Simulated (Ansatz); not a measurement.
**Al2H4OSeSi: how energies converge with the basis set**

One table from this session's results is given with a row withheld; the runs are named, their logs left out.

Method: one geometry, several basis sets; program: Ansatz 0.2.0, Gaussian basis.

The runs, in order: PBE0-D4/def2-SVP; ωB97M-V/def2-SVP; PBE0-D4/def2-QZVPP; ωB97M-V/def2-QZVPP; the functionals' def2-TZVPP values are taken from earlier runs.

## The relaxed structure

All runs share one geometry, relaxed beforehand with PBE0-D4 in a triple-zeta def2 set.

SMILES `[AlH2][Al]1[O][SiH2][Se]1`, 9 atoms, charge 0, spin multiplicity 1.

Atoms are counted from 1 here; the program's logs count them from 0.

Bond lengths: Al1–Al2 2.586 Å, Al1–H6 1.587 Å, Al1–H7 1.587 Å, Al2–O3 1.738 Å, Al2–Se5 2.336 Å, O3–Si4 1.649 Å, Si4–Se5 2.305 Å, Si4–H8 1.484 Å, Si4–H9 1.484 Å. Angles: Al2–Al1–H6 119.6°, Al2–Al1–H7 120.9°, H6–Al1–H7 119.5°, Al1–Al2–O3 129.4°, Al1–Al2–Se5 136.5°, O3–Al2–Se5 94.1°, Al2–O3–Si4 100.1°, O3–Si4–Se5 97.8°, O3–Si4–H8 112.5°, O3–Si4–H9 112.5°, Se5–Si4–H8 112.0°, Se5–Si4–H9 112.0°, H8–Si4–H9 109.7°, Al2–Se5–Si4 68.0°.

Set-up of the first run:

in.yaml reads:

```yaml
crystal:
  periodic: [false, false, false]
  atoms:
    - {symbol: Al, position_ang: [-1.138501, 1.425352, 2.232501]}
    - {symbol: Al, position_ang: [-0.199195, 0.265245, 0.120927]}
    - {symbol: O, position_ang: [0.807779, -1.146038, -0.007652]}
    - {symbol: Si, position_ang: [0.977207, -1.230417, -1.645627]}
    - {symbol: Se, position_ang: [-0.298198, 0.611939, -2.186940]}
    - {symbol: H, position_ang: [-2.262117, 2.536258, 2.082293]}
    - {symbol: H, position_ang: [-0.600063, 1.047836, 3.677191]}
    - {symbol: H, position_ang: [0.414027, -2.480957, -2.211162]}
    - {symbol: H, position_ang: [2.387663, -1.075618, -2.078632]}
basis:
  gaussian: {orbitals: def2-SVP}
hamiltonian: {xc: pbe0, dispersion: d4}
output: {orbitals: {seedname: orbitals}}
```

Steps of the session up to this table: PBE0-D4 in def2-SVP; ωB97M-V in def2-SVP; PBE0-D4 in def2-QZVPP; ωB97M-V in def2-QZVPP.

One of the session's tables, all rows but one given; the rest of the session is left out.

It belongs to the step «Functionals by basis». 

```
functional       basis  HOMO (eV)  LUMO (eV)
   PBE0-D4    def2-SVP      -7.01      -2.93
   PBE0-D4  def2-TZVPP      -7.09      -2.94
   PBE0-D4  def2-QZVPP          ?          ?
   ωB97M-V    def2-SVP      -9.03      -1.24
   ωB97M-V  def2-TZVPP      -9.14      -1.29
   ωB97M-V  def2-QZVPP      -9.16      -1.35
```

**Question.** Estimate the row for PBE0-D4, def2-QZVPP.

As computed: HOMO (eV): -7.10; LUMO (eV): -2.94. In the column «HOMO (eV)» it lies between ωB97M-V, def2-SVP (-9.03) and PBE0-D4, def2-TZVPP (-7.09).
